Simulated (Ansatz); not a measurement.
**HPbNO4 in Ansatz: the effect of functional**

The system is HPbNO4.

```
H Pb N O
1.0
     3.85707    0.00178   -0.03658
     0.17353    4.33436   -0.01647
     0.75803    0.83873    5.87662
H Pb N O
1 1 1 4
Direct
  0.61511 0.89559 0.19844
  0.64597 0.44651 0.91685
  0.71474 0.23810 0.50058
  0.16958 0.47007 0.77768
  0.62919 0.97045 0.49845
  0.56424 0.92583 0.03849
  0.78022 0.42250 0.31951
```

The cell was built by a generator and needn't be a form met in nature.

Alike in all runs:

| Item | Value |
| --- | --- |
| Program | Ansatz 0.2.0 |
| Task | band structure |
| Potentials or basis | all-electron LAPW, scalar-relativistic |
| Basis error allowed | 0.002 eV/atom |
| k mesh | 5 × 4 × 4 |
| Occupations | fermi-dirac, width 0.05 eV |
| Spin | no spin polarisation |

```tsv
functional	cutoff	gap on the mesh (eV)	pressure (GPa)	largest force (eV/Å)
LDA	768 eV (chosen from the basis error)	0.27	-6.2	0.86
BLYP	767 eV (chosen from the basis error)	?	?	?
revPBE	763 eV (chosen from the basis error)	0.26	2.0	0.17
```

Q: What does the run with functional BLYP give?

A: gap on the mesh 0.26 eV; pressure 2.9 GPa; largest force 0.44 eV/Å.

Caveats: spin-orbit coupling is left out, which as a rule narrows the gap of such compounds by several tenths of an eV.

A k mesh can miss the band edges.

Runs at the PBE level aren't shown here.
